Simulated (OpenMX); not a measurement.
NbCu:

```
Nb Cu
1.0
     0.00000    2.56221    2.56221
     2.56221    0.00000    2.56221
     2.56221    2.56221    0.00000
Nb Cu
1 1
Direct
  0.00000 0.00000 0.00000
  0.50000 0.50000 0.50000
```

The cell was built by a generator and needn't be a form met in nature.

Base run:

```yaml
Program: OpenMX 3.8.5
Functional: PBE
Potentials_or_basis: OpenMX 2013 PBE set, Nb7.0-s3p2d1, Cu6.0H-s2p2d1, grid cutoff 500 Ry
k_mesh: 7 × 7 × 7
Occupations: fermi-dirac, width 0.05 eV
Spin: no spin polarisation
```

Its results: pressure 0.4 GPa.

Task: The run is repeated on the same cell with these changes: potentials or basis from OpenMX 2013 PBE set, Nb7.0-s3p2d1, Cu6.0H-s2p2d1, grid cutoff 500 Ry to OpenMX 2013 PBE set, Nb7.0-s3p2d2, Cu6.0H-s3p2d2, grid cutoff 500 Ry. What comes out?

Result: Pressure 1.5 GPa.

Caveats: the basis of atomic orbitals isn't converged, which shifts pressures, moduli and gaps; the transition metal has a single d function, too few for pressures, volumes and moments (some runs).
